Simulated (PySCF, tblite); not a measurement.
# C2H9Si2 radical, a small gas-phase stand-in for a defect centre (Si site with back bonds C, C[SiH3], [H]): EPR parameters

Wanted: the EPR parameters for `C[SiH]C[SiH3]`. It is drawn as: dangling bond.

Programs: tblite 0.8.0 and PySCF 2.14.0. All values are calculated, for the isolated system unless a continuum is named. Atoms count from 0, parts from 1.

### Step 1. Starting point

13 atoms, charge 0, multiplicity 2; geometry: distance geometry start.

### Step 2. Geometry optimisation with GFN2-xTB

The job: settings as JSON, then the geometry in Å.

```
{"job": {"kind": "relax", "xc": "GFN2-xTB", "basis": "xTB"}, "charge": 0, "multiplicity": 2}
Si    -0.389862     0.270587     0.531086
C      1.311142     0.656429     1.130238
C     -0.693607    -1.493391     0.106368
Si     0.848925    -2.437977     0.238361
H     -0.967089     1.228075    -0.367792
H      1.526961     1.677940     0.959052
H      1.994529     0.086932     0.605386
H      1.360155     0.433502     2.129229
H     -1.052830    -1.544967    -0.870712
H     -1.420467    -1.877799     0.759493
H      0.577089    -3.811620     0.037735
H      1.815268    -2.011342    -0.683563
H      1.376271    -2.251721     1.578689
```

Method: GFN2-xTB geometry optimisation, gas phase.

Run with:

```console
OMP_NUM_THREADS=1 python cluster_run.py task.json out
```

One launch serves the whole session: the jobs run in the order shown.

Standard output:

```text
step      E/eV     max force
  0    -332.63440    2.421
  1    -332.92613    1.463
  2    -333.08378    0.755
  3    -333.13640    0.483
  4    -333.15930    0.383
  5    -333.17379    0.248
  6    -333.18480    0.292
  7    -333.19406    0.259
  8    -333.20101    0.209
  9    -333.20583    0.184
 10    -333.21053    0.178
 11    -333.21581    0.216
 12    -333.22021    0.164
 13    -333.22310    0.134
 14    -333.22545    0.132
 15    -333.22823    0.148
 16    -333.23166    0.183
 17    -333.23477    0.130
 18    -333.23672    0.094
 19    -333.23802    0.113
 20    -333.23950    0.136
 21    -333.24139    0.161
 22    -333.24356    0.138
 23    -333.24563    0.103
 24    -333.24725    0.111
 25    -333.24846    0.116
 26    -333.24958    0.104
 27    -333.25076    0.100
 28    -333.25202    0.100
 29    -333.25314    0.108
 30    -333.25392    0.087
 31    -333.25447    0.069
 32    -333.25497    0.074
 33    -333.25540    0.079
 34    -333.25571    0.060
 35    -333.25595    0.051
 36    -333.25626    0.075
 37    -333.25676    0.094
 38    -333.25740    0.085
 39    -333.25796    0.055
 40    -333.25832    0.034
 41    -333.25856    0.038
 42    -333.25885    0.058
 43    -333.25925    0.064
 44    -333.25970    0.050
 45    -333.26014    0.047
 46    -333.26057    0.053
 47    -333.26101    0.053
 48    -333.26140    0.044
 49    -333.26188    0.052
 50    -333.26262    0.069
 51    -333.26356    0.094
 52    -333.26460    0.095
 53    -333.26569    0.063
 54    -333.26645    0.068
 55    -333.26690    0.111
 56    -333.26773    0.082
 57    -333.26882    0.058
 58    -333.27043    0.081
 59    -333.27151    0.085
 60    -333.27230    0.067
 61    -333.27289    0.065
 62    -333.27340    0.053
 63    -333.27378    0.047
 64    -333.27410    0.043
 65    -333.27448    0.051
 66    -333.27486    0.046
 67    -333.27522    0.035
 68    -333.27551    0.035
 69    -333.27567    0.048
 70    -333.27578    0.026
 71    -333.27593    0.035
 72    -333.27629    0.043
 73    -333.27654    0.043
 74    -333.27680    0.040
 75    -333.27698    0.037
 76    -333.27720    0.034
 77    -333.27750    0.039
 78    -333.27781    0.050
 79    -333.27806    0.047
 80    -333.27827    0.036
 81    -333.27855    0.044
 82    -333.27911    0.064
 83    -333.28013    0.081
 84    -333.28147    0.079
 85    -333.28237    0.059
 86    -333.28293    0.064
 87    -333.28331    0.132
 88    -333.28410    0.080
 89    -333.28527    0.079
 90    -333.28673    0.092
 91    -333.28836    0.105
 92    -333.28972    0.086
 93    -333.29075    0.119
 94    -333.29206    0.117
 95    -333.29311    0.081
 96    -333.29420    0.079
 97    -333.29628    0.078
 98    -333.29760    0.101
 99    -333.29919    0.136
100    -333.30037    0.122
101    -333.30115    0.151
102    -333.30212    0.141
103    -333.30309    0.089
104    -333.30390    0.064
105    -333.30468    0.072
106    -333.30499    0.057
107    -333.30545    0.040
108    -333.30569    0.039
109    -333.30597    0.039
110    -333.30626    0.044
111    -333.30662    0.052
112    -333.30696    0.056
113    -333.30726    0.041
114    -333.30749    0.038
115    -333.30765    0.024
116    -333.30771    0.037
117    -333.30777    0.031
118    -333.30783    0.025
119    -333.30793    0.020
120    -333.30799    0.017
121    -333.30804    0.014
122    -333.30808    0.012
123    -333.30811    0.011
124    -333.30814    0.011
125    -333.30816    0.009
126    -333.30817    0.008
127    -333.30819    0.009
128    -333.30820    0.009
129    -333.30821    0.010
130    -333.30823    0.010
131    -333.30825    0.011
132    -333.30827    0.011
133    -333.30829    0.016
134    -333.30831    0.011
135    -333.30833    0.010
136    -333.30836    0.010
137    -333.30838    0.009
138    -333.30840    0.009
139    -333.30841    0.008
140    -333.30844    0.010
141    -333.30847    0.013
142    -333.30850    0.014
143    -333.30853    0.017
144    -333.30856    0.017
145    -333.30859    0.015
146    -333.30863    0.015
147    -333.30868    0.017
148    -333.30877    0.021
149    -333.30889    0.027
150    -333.30904    0.027
151    -333.30915    0.022
152    -333.30920    0.017
153    -333.30923    0.018
154    -333.30925    0.012
155    -333.30927    0.005
```

It took 2.4 s on 1 thread of Arm Neoverse V1, shared host.

Step by step:

| step | energy from step 0 (eV) | largest force (eV/Å) |
| --- | --- | --- |
| 0 | 0.0000 | 2.4203 |
| 6 | -0.5504 | 0.2927 |
| 12 | -0.5858 | 0.1641 |
| 18 | -0.6023 | 0.0940 |
| 24 | -0.6128 | 0.1116 |
| 30 | -0.6195 | 0.0868 |
| 36 | -0.6219 | 0.0748 |
| 42 | -0.6244 | 0.0575 |
| 48 | -0.6270 | 0.0443 |
| 54 | -0.6320 | 0.0689 |
| 60 | -0.6379 | 0.0673 |
| 66 | -0.6405 | 0.0463 |
| 72 | -0.6419 | 0.0428 |
| 78 | -0.6434 | 0.0496 |
| 84 | -0.6471 | 0.0793 |
| 90 | -0.6523 | 0.0924 |
| 96 | -0.6598 | 0.0788 |
| 102 | -0.6677 | 0.1402 |
| 108 | -0.6713 | 0.0385 |
| 114 | -0.6731 | 0.0385 |
| 120 | -0.6736 | 0.0166 |
| 126 | -0.6738 | 0.0083 |
| 132 | -0.6739 | 0.0111 |
| 138 | -0.6740 | 0.0092 |
| 144 | -0.6742 | 0.0173 |
| 150 | -0.6746 | 0.0276 |
| 155 | -0.6749 | 0.0054 |

Distances of close pairs at the start and the end, largest changes first:

| bond | before (Å) | after (Å) | change (Å) |
| --- | --- | --- | --- |
| C2–Si3 | 1.814 | 1.904 | +0.090 |
| Si0–C2 | 1.840 | 1.903 | +0.063 |
| Si3–H11 | 1.402 | 1.465 | +0.063 |
| C1–H7 | 1.025 | 1.086 | +0.062 |
| C1–H6 | 1.033 | 1.089 | +0.056 |
| Si0–C1 | 1.844 | 1.898 | +0.054 |
| Si3–H10 | 1.415 | 1.465 | +0.051 |
| C2–H8 | 1.042 | 1.091 | +0.048 |

### Step 3. Relaxing the molecule at PBE0-D3(BJ)/def2-SVP

The job: settings as JSON, then the geometry in Å.

```
{"job": {"xc": "PBE0", "basis": "def2-SVP", "d3": "d3bj", "grid": 2, "kind": "geom", "shake": 0.01}, "charge": 0, "multiplicity": 2}
Si    -0.731288     1.219996    -0.289107
C      0.601016     1.764661     0.922388
C     -1.159876    -0.615172    -0.176080
Si     0.368687    -1.766926    -0.505623
H     -0.411089     1.627435    -1.677765
H      0.778910     2.844714     0.881564
H      1.553463     1.267014     0.685251
H      0.366186     1.520136     1.944272
H     -1.938944    -0.845156    -0.852999
H     -1.540437    -0.839914     0.833177
H     -0.109901    -3.170084    -0.443312
H      0.894079    -1.478444    -1.820781
H      1.339403    -1.545634     0.506418
```

Standard output:

```text
step   0  E = -659.98892408  max force = 0.046395
step   1  E = -659.99545347  max force = 0.005830
step   2  E = -659.99584727  max force = 0.001240
step   3  E = -659.99586455  max force = 0.000453
step   4  E = -659.99587192  max force = 0.000241
optimisation converged
```

It took 43 s on 1 thread of Arm Neoverse V1, shared host; peak memory 0.59 GiB.

Along the way:

| step | energy from step 0 (eV) | largest force component (eV/Å) |
| --- | --- | --- |
| 0 | 0.0000 | 2.3857 |
| 1 | -0.1777 | 0.2998 |
| 2 | -0.1884 | 0.0638 |
| 3 | -0.1889 | 0.0233 |
| 4 | -0.1891 | 0.0124 |

Distances of close pairs at the start and the end, largest changes first:

| bond | before (Å) | after (Å) | change (Å) |
| --- | --- | --- | --- |
| Si3–H12 | 1.420 | 1.496 | +0.077 |
| C2–Si3 | 1.942 | 1.885 | -0.057 |
| Si3–H11 | 1.445 | 1.496 | +0.050 |
| C2–H8 | 1.057 | 1.103 | +0.046 |
| C1–H7 | 1.077 | 1.101 | +0.024 |
| Si0–H4 | 1.482 | 1.502 | +0.019 |
| Si3–H10 | 1.484 | 1.497 | +0.013 |
| C1–H5 | 1.095 | 1.100 | +0.005 |

The end geometry stands in the next job.

| at the end point | value |
| --- | --- |
| point group (found at 0.08 Å tolerance) | C1 |
| rotational constants (GHz, main isotopes) | 7.441, 2.242, 1.919 |
| dipole moment (D) | 0.70 |
| ⟨S²⟩ | 0.752 |

### Step 4. EPR parameters: B3LYP/IGLO-III+pcH-1

The job: settings as JSON, then the geometry in Å.

```
{"job": {"kind": "epr"}, "charge": 0, "multiplicity": 2}
Si    -0.721180     1.244772    -0.227200
C      0.693145     1.712135     0.928230
C     -1.148528    -0.591647    -0.129521
Si     0.283982    -1.750435    -0.528667
H     -0.381084     1.605419    -1.644709
H      0.889979     2.793853     0.883861
H      1.621996     1.185450     0.650569
H      0.453382     1.450618     1.970327
H     -1.972697    -0.800656    -0.832558
H     -1.521593    -0.829199     0.881671
H     -0.148124    -3.183603    -0.493835
H      0.827589    -1.452388    -1.889640
H      1.388188    -1.574169     0.465716
```

Method: UKS B3LYP, IGLO-III on C Si, pcH-1 on H, non-relativistic, mean-field spin-orbit, GIAO.

Standard output:

```text
UKS, coarse grid
  cycle   1  E = -660.61086974  |g| = 3.69e-01
  cycle   2  E = -660.56871807  |g| = 4.49e-01
  cycle   3  E = -660.67257337  |g| = 4.41e-02
  cycle   4  E = -660.67350279  |g| = 1.72e-02
  cycle   5  E = -660.67364073  |g| = 6.45e-03
  cycle   6  E = -660.67366225  |g| = 1.20e-03
  cycle   7  E = -660.67366370  |g| = 3.46e-04
UKS, final grid
  cycle   1  E = -660.67363202  |g| = 3.17e-04
  cycle   2  E = -660.67363202  |g| = 3.48e-04
  cycle   3  E = -660.67363208  |g| = 5.65e-05
  cycle   4  E = -660.67363208  |g| = 1.22e-05
E = -660.67363208 Eh   <S^2> = 0.7515 (exact 0.7500)
g shifts (ppm)      1          2          3
  rmc          -137       -137       -137
  gc              3         49         65
  oz_so         -67        980       2136
  total        -201        892       2065
hyperfine (MHz)  atom isotope    a_iso     a_fc   dipolar eigenvalues
    0  29Si    -510.01    -511.24   -160.04     79.78     80.25
    1   13C      26.92      26.90     -4.12     -3.96      8.08
    2   13C      17.07      17.03     -4.60     -4.38      8.98
    3  29Si     -54.54     -54.61     -8.65      3.78      4.86
    4    1H      61.29      61.27     -8.72      0.12      8.60
    5    1H       2.57       2.57     -4.33     -2.35      6.68
    6    1H      64.13      64.13     -3.99      0.29      3.70
    7    1H       2.82       2.82     -4.26     -2.40      6.66
    8    1H       5.22       5.21     -4.34     -2.26      6.61
    9    1H       9.34       9.33     -4.42     -2.41      6.83
   10    1H      21.96      21.96     -1.15     -0.50      1.65
   11    1H      -1.19      -1.19     -1.67     -0.66      2.34
   12    1H      -1.11      -1.11     -1.51     -0.60      2.11
```

Run time: 40 s. Hardware: 1 thread of Arm Neoverse V1, shared host; peak memory 0.88 GiB.

Principal g values 2.00212, 2.00321, 2.00438; g(iso) = 2.00324, against 2.00232 for a free electron.

Hyperfine couplings, nucleus by nucleus at this fixed geometry (no averaging over rotations):

| nuclei | isotope | a(iso) (MHz) | a(iso) (G, at g = 2.0023) | largest dipolar term (MHz) |
| --- | --- | --- | --- | --- |
| Si0 | 29Si | -510.0 | -182.0 | -160.0 |
| H6 | 1H | 64.1 | 22.9 | -4.0 |
| H4 | 1H | 61.3 | 21.9 | -8.7 |
| Si3 | 29Si | -54.5 | -19.5 | -8.6 |
| C1 | 13C | 26.9 | 9.6 | 8.1 |
| H10 | 1H | 22.0 | 7.8 | 1.7 |
| C2 | 13C | 17.1 | 6.1 | 9.0 |
| H9 | 1H | 9.3 | 3.3 | 6.8 |
| H8 | 1H | 5.2 | 1.9 | 6.6 |
| H7 | 1H | 2.8 | 1.0 | 6.7 |
| H5 | 1H | 2.6 | 0.9 | 6.7 |
| H11 | 1H | -1.2 | -0.4 | 2.3 |
| H12 | 1H | -1.1 | -0.4 | 2.1 |

Mulliken spin populations:

Si0 0.90; C1 0.00; C2 0.00; Si3 0.03; H4 0.02; H5 0.00; H6 0.03; H7 0.00; H8 0.00; H9 0.00; H10 0.01; H11 0.00; H12 0.00

In first order the couplings over 0.8 MHz of 1H give 512 distinct lines over 60.5 G.

The fields below are evaluated on a grid from the run's orbitals.

ELF in a plane through or near 6 of the atoms.

Ten even steps from ' ' (0.00) to '@' (1.00):
```
                                                        
                                                        
                ..==**++::                              
              ==%%@@@@%%**..    ..====..                
            ..**%%@@@@@@##::  ..**@@@@++                
            ..++%%@@@@##++--::--%%@@@@##                
              ..**%%--::..==++++%%@@@@++                
                --==::****--%%****##++..                
      ..**%%%%**++%%--::  **%%######==......::::        
      ++@@@@@@@@##%%@@**--++**##%%++::--**%%%%%%--      
      ++@@@@@@@@--::##**::..::++--====::@@@@@@@@##      
      --%%@@@@%%++++%%++..    --  %%%%..@@@@@@@@%%..    
        ..::----##@@@@%%..  ++@@%%--  ==@@@@@@@@##      
              ::##@@@@##  ::%%@@@@@@##--++%%%%%%--      
              ..==%%%%::  --@@@@@@@@##....::::::        
                ..::::    --@@@@@@@@##..                
                          ..**@@@@@@==                  
                              ......                    
                                                        
                                                        
```
The map spans 11.4 Å across and 8.9 Å up, centred on the molecule. Atoms in the plane (x, y in Å): Si0 (-0.9, 1.1), C1 (-2.0, -0.4), Si3 (1.7, -0.6), H5 (-3.1, -0.2), H6 (-1.7, -1.2), H12 (1.0, -1.9).

On the surface of density 0.002 e/bohr³ the electrostatic potential runs, from the 1st to the 99th percentile, from -0.24 V near Si0 to 0.98 V near H9.

The spin density lies nearest to Si0 70 %; H4 10 %.

### Step 5. g tensor and hyperfine couplings: BHandHLYP/IGLO-III+pcH-1

Settings changed since step 4:

```diff
@@ -1,2 +1,2 @@
-{"job": {"kind": "epr"}, "charge": 0, "multiplicity": 2}
+{"job": {"kind": "epr", "xc": "BHandHLYP"}, "charge": 0, "multiplicity": 2}
 Si    -0.721180     1.244772    -0.227200
```

Method: UKS BHandHLYP, IGLO-III on C Si, pcH-1 on H, non-relativistic, mean-field spin-orbit, GIAO.

Standard output:

```text
UKS, coarse grid
  cycle   1  E = -660.52975543  |g| = 2.50e-01
  cycle   2  E = -660.54831494  |g| = 1.79e-01
  cycle   3  E = -660.56360547  |g| = 3.29e-02
  cycle   4  E = -660.56434506  |g| = 9.54e-03
  cycle   5  E = -660.56440205  |g| = 2.89e-03
  cycle   6  E = -660.56440953  |g| = 1.26e-03
  cycle   7  E = -660.56441091  |g| = 2.61e-04
UKS, final grid
  cycle   1  E = -660.56439086  |g| = 1.59e-04
  cycle   2  E = -660.56439088  |g| = 1.21e-04
  cycle   3  E = -660.56439089  |g| = 3.71e-05
  cycle   4  E = -660.56439089  |g| = 1.59e-05
E = -660.56439089 Eh   <S^2> = 0.7519 (exact 0.7500)
g shifts (ppm)      1          2          3
  rmc          -137       -137       -137
  gc              4         49         67
  oz_so         -61        864       1883
  total        -194        776       1813
hyperfine (MHz)  atom isotope    a_iso     a_fc   dipolar eigenvalues
    0  29Si    -544.07    -545.28   -162.11     80.85     81.26
    1   13C      28.84      28.82     -4.10     -3.78      7.88
    2   13C      19.06      19.03     -4.39     -4.19      8.58
    3  29Si     -50.50     -50.56     -8.20      3.39      4.81
    4    1H      63.65      63.63     -8.59      0.13      8.46
    5    1H       2.15       2.14     -4.34     -2.43      6.78
    6    1H      62.39      62.39     -3.89      0.35      3.54
    7    1H       2.13       2.13     -4.29     -2.45      6.74
    8    1H       4.81       4.80     -4.33     -2.39      6.72
    9    1H       8.82       8.82     -4.41     -2.53      6.94
   10    1H      20.18      20.18     -1.06     -0.48      1.55
   11    1H      -1.07      -1.07     -1.62     -0.70      2.31
   12    1H      -1.13      -1.13     -1.46     -0.64      2.11
```

It took 37 s on 1 thread of Arm Neoverse V1, shared host; peak memory 0.88 GiB.

In short: g(iso) 2.00312.

### Step 6. Side by side: EPR parameters

g, ⟨S²⟩ and isotropic hyperfine couplings (MHz), with basis size and wall time:

| run | g(iso) | ⟨S²⟩ | 29Si Si0 | 1H H6 | 1H H4 | 29Si Si3 | 13C C1 | functions | time |
| --- | --- | --- | --- | --- | --- | --- | --- | --- | --- |
| B3LYP/IGLO-III+pcH-1 | 2.00324 | 0.751 | -510.0 | 64.1 | 61.3 | -54.5 | 26.9 | 248 | 40 s |
| BHandHLYP/IGLO-III+pcH-1 | 2.00312 | 0.752 | -544.1 | 62.4 | 63.6 | -50.5 | 28.8 | 248 | 37 s |

### Step 7. What came out

| quantity | value |
| --- | --- |
| point group | C1 |
| rotational constants (main isotopes) | 7.44, 2.24, 1.92 GHz |
| g(iso) (B3LYP) | 2.00324 |
| ⟨S²⟩ | 0.751 (exact 0.75) |
| largest a(iso) | 29Si on Si0, -510.0 MHz |
| potential on the surface of density 0.002 e/bohr³, 1st and 99th percentile | -0.24 V and 0.98 V |

In words: The start of the PBE0/def2-SVP relaxation was shaken at random by about 0.01 Å, so part of the energy gained, and of the first lengths quoted, undoes that. Relaxing lowered the energy by 0.189 eV in 4 steps; the close pair that moved most is Si3–H12, from 1.420 to 1.496 Å (PBE0/def2-SVP). No frequency check was run at this level, so the end point may be a saddle. Most of the unpaired spin sits on Si0 (0.90 e). The isotropic g lies 0.9 ppt above the free-electron value. The coupling of 29Si on Si0 runs from -544.1 (BHandHLYP/IGLO-III+pcH-1) to -510.0 MHz (B3LYP/IGLO-III+pcH-1). A capped cluster stands for the solid here, so long-range fields and strain are missing, and bands or shifts of the capping hydrogens have no counterpart in it.
